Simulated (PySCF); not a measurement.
The system is SiSeH4, in a box.

```
Si Se H
1.0
    12.00000    0.00000    0.00000
     0.00000   12.00000    0.00000
     0.00000    0.00000   13.00000
Si Se H
1 1 4
Direct
  0.51014 0.50093 0.46174
  0.60542 0.49946 0.61339
  0.39674 0.54832 0.47450
  0.50246 0.38217 0.43106
  0.57052 0.56529 0.38176
  0.60142 0.62133 0.62347
```

Base run:

```yaml
Program: PySCF 2.14.0
Functional: PBE
Potentials_or_basis: 6-31g* (all-electron)
k_mesh: 1 × 1 × 1
Occupations: fixed
Spin: no spin polarisation
```

Its results: gap between the frontier levels 4.94 eV.

**Question.** The run is repeated on the same cell with these changes: functional from PBE to r2SCAN. What comes out?

**Answer.** Gap between the frontier levels 5.58 eV.

r2SCAN gives the wider gap, since meta-GGAs in the generalised Kohn-Sham scheme recover part of the derivative discontinuity.

Caveats: this is a molecule in a periodic box at the Γ point, so its band gap is the HOMO-LUMO gap; relativity is left out, which matters for the heavier elements; the basis of atomic orbitals isn't converged, which shifts pressures, moduli and gaps.

